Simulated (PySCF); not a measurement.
# A diatomic session: GaI

The task here is to estimate one member of a computed series from the others.

Computed with PySCF 2.14.0. Level: Ga def2-SVP, I def2-SVP with ECP28, scalar-relativistic core potentials.

The first run:

The job is set up so:

```
atoms                         : Ga, I
charge                        : 0
basis                         : Ga def2-SVP, I def2-SVP with ECP28
Hamiltonian                   : scalar-relativistic core potentials
basis functions               : 58
electrons treated             : 56
masses in u                   : 68.9256, 126.9045
levels                        : PBE0, PBE, r²SCAN, B97-3, r²SCAN0, LDA, HF, MP2, SCS-MP2, CCSD, CCSD(T)
grid                          : 80 radial by 434 angular points
occupations                   : held fixed by the projection of orbital angular momentum
dissociation limit            : Ga + I, each in its ground configuration
starting distance in angstrom : 2.515
values of 2S to try           : 0, 2
```

Command:

```bash
$ OMP_NUM_THREADS=1 python dia.py task.json out
```

Steps of the session up to this table: Set-up; PBE0 along the bond; Excited determinants; PBE (GGA); r²SCAN; B97-3 (global hybrid GGA); r²SCAN0 (hybrid meta-GGA); LDA (local density); RHF (mean field); Correlated methods on the Hartree–Fock reference.

One of the session's tables, all rows but one given; the rest of the session is left out.

| level | Re (Å) | ωe (cm⁻¹) | De (eV) |
| --- | --- | --- | --- |
| RHF | 2.628 | 209.7 | 2.69 |
| RHF-MP2 | 2.580 | 226.4 | 3.61 |
| RHF-SCS-MP2 | 2.592 | 222.2 | 3.48 |
| RHF-CCSD | ? | ? | ? |
| RHF-CCSD(T) | 2.590 | 223.3 | 3.50 |
| LDA | 2.557 | 228.0 | 4.47 |
| PBE | 2.607 | 214.9 | 3.92 |
| r²SCAN | 2.583 | 222.0 | 3.87 |
| PBE0 | 2.590 | 220.4 | 3.80 |
| r²SCAN0 | 2.576 | 224.5 | 3.76 |
| B97-3 | 2.614 | 214.4 | 3.73 |

Q: Estimate the row for RHF-CCSD from the others.

The run gave: Re (Å): 2.592; ωe (cm⁻¹): 222.6; De (eV): 3.41.
